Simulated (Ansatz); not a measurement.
# BH5S (B(H2S)H3) at r2SCAN0/STO-3G

What is the electronic atomisation energy of BH5S (B(H2S)H3) at r2SCAN0/STO-3G? 

The calculation is run with Ansatz 0.2.0.

43 further runs of the same task are left out: 43 set aside as unsound or not needed.

### Step 1. The system as given

BH5S: 7 atoms, total charge 0, spin state singlet. As SMILES, `[H]B([H])([H])<-S`. Geometry: relaxed at GFN2-xTB.

Bond lengths: B1–S2 2.040 Å, S2–H3 1.336 Å, S2–H4 1.337 Å, B1–H5 1.181 Å, B1–H6 1.184 Å, B1–H7 1.181 Å. Angles: B1–S2–H3 98.0°, B1–S2–H4 98.0°, S2–B1–H5 102.5°, S2–B1–H6 103.4°, S2–B1–H7 102.5°, H3–S2–H4 92.0°, H5–B1–H6 115.4°, H5–B1–H7 114.9°, H6–B1–H7 115.4°.

### Step 2. The energy at r2SCAN0/STO-3G

in.yaml reads:

```yaml
crystal:
  periodic: [false, false, false]
  atoms:
    - symbol: B
      position_ang: [0.127630, -0.217240, -0.817090]
    - symbol: S
      position_ang: [0.134050, -0.231310, 1.222430]
    - symbol: H
      position_ang: [0.506250, 1.037510, 1.415020]
    - symbol: H
      position_ang: [-1.154430, 0.067690, 1.414850]
    - symbol: H
      position_ang: [1.280190, -0.216980, -1.075620]
    - symbol: H
      position_ang: [-0.453000, 0.779570, -1.081760]
    - symbol: H
      position_ang: [-0.440700, -1.219250, -1.077830]
basis:
  gaussian:
    orbitals: STO-3G
accuracy: high
hamiltonian:
  xc: {name: r2SCAN0}
```

Started as:

```
ansatz run in.yaml --threads 1 --pin off --max-ram 2610MiB --events-out events.jsonl --progress --plain --runs-dir runs
```

Log:

```text
Warning: RAYON_NUM_THREADS=1 ignored (pool sized by the plan → 1); use --threads N
Functional definition: r2SCAN0
  name "r2SCAN0"
  parameter a = 0.25
  parameter k0 = 0.174
  parameter k1 = 0.065
  parameter a1 = 4.9479
  exchange = (1 - a)*r2scan_x(k0 = k0, k1 = k1, a1 = a1) + a*exact_x
  correlation = r2scan_c
329 factors; integrals over basis functions are off by at most 8.7e-9 eV
mean field evaluation 1: about -11462.4298 eV, gradient 1.4e1 eV
mean field evaluation 2: about -11463.2097 eV, gradient 6.0e0 eV
mean field evaluation 4: about -11463.3501 eV, gradient 7.0e-2 eV
mean field evaluation 8: about -11463.3100 eV, gradient 2.8e-4 eV
mean field -11463.30996862 eV, -421.2688712361 hartree, gradient 2.1e-8 eV, S^2 0.000000; 0 other end points of the search recorded, 0 dependent functions left out
reference -11463.30996894 eV, -421.2688712480 hartree; 13, 13 occupied and 6, 6 virtual orbitals, 329 factors
Total energy: -11463.30996894 eV, -421.2688712480 hartree
```

It took 2.4 s on 1 thread of Arm Neoverse V2, shared host; peak memory 0.14 GiB.

### Step 3. The B atom at the same level

input.yaml reads:

```yaml
crystal:
  periodic: [false, false, false]
  atoms:
    - {symbol: B, position_ang: [0.000000, 0.000000, 0.000000]}
basis:
  gaussian:
    orbitals: STO-3G
hamiltonian:
  xc: {name: r2SCAN0}
magnetization:
  spin_polarized: true
  initial_magnetization: 1
accuracy: high
```

Run the same way, it converges to -24.25616 Eh (log not shown).

### Step 4. The H atom at the same level

run.yaml reads:

```yaml
crystal:
  periodic: [false, false, false]
  atoms:
    - {symbol: H, position_ang: [0.000000, 0.000000, 0.000000]}
basis:
  gaussian: {orbitals: STO-3G}
magnetization: {spin_polarized: true, initial_magnetization: 1}
hamiltonian: {xc: {name: r2SCAN0}}
accuracy: high
```

Run the same way, it converges to -0.46649 Eh (log not shown).

### Step 5. The S atom, same level

in.yaml reads:

```yaml
crystal:
  periodic: [false, false, false]
  atoms:
    - symbol: S
      position_ang: [0.000000, 0.000000, 0.000000]
basis:
  gaussian: {orbitals: STO-3G}
magnetization: {spin_polarized: true, initial_magnetization: 2}
hamiltonian: {xc: {name: r2SCAN0}}
accuracy: high
```

Started as:

```
ansatz run in.yaml --threads 1 --pin off --max-ram 2610MiB --events-out events.jsonl --progress --plain --runs-dir runs
```

Log, cut to the lines that bear on the results:

```text
Warning: RAYON_NUM_THREADS=1 ignored (pool sized by the plan → 1); use --threads N
[... 8 set-up lines as earlier in the session ...]
42 factors; integrals over basis functions are off by at most 2.4e-9 eV
mean field evaluation 1: about -10712.3849 eV, gradient 1.3e-1 eV
mean field evaluation 2: about -10712.3849 eV, gradient 1.5e-3 eV
mean field evaluation 4: about -10712.3797 eV, gradient 3.0e-7 eV
mean field evaluation 8: about -10712.3797 eV, gradient 3.8e-9 eV
mean field -10712.37970849 eV, -393.6726931753 hartree, gradient 3.8e-9 eV, S^2 2.000000; 0 other end points of the search recorded, 0 dependent functions left out
reference -10712.37970871 eV, -393.6726931832 hartree; 9, 7 occupied and 0, 2 virtual orbitals, 42 factors
Total energy: -10712.37970871 eV, -393.6726931832 hartree
```

It took 0.96 s on 1 thread of Arm Neoverse V2, shared host; peak memory 0.12 GiB.

### Step 6. Summary of results

Level: r2SCAN0/STO-3G.

```
                     quantity          value
       molecule: total energy  -421.26887 Eh
         B atom: total energy   -24.25616 Eh
                 B atom: ⟨S²⟩          0.750
         H atom: total energy    -0.46649 Eh
                 H atom: ⟨S²⟩          0.750
         S atom: total energy  -393.67269 Eh
                 S atom: ⟨S²⟩          2.000
electronic atomisation energy      27.417 eV
```

What this shows: Taking the molecule apart into free atoms costs 27.42 eV (632 kcal/mol), before zero-point energy and without spin-orbit coupling. In a minimal basis such a difference can be off by several eV, whatever the method.
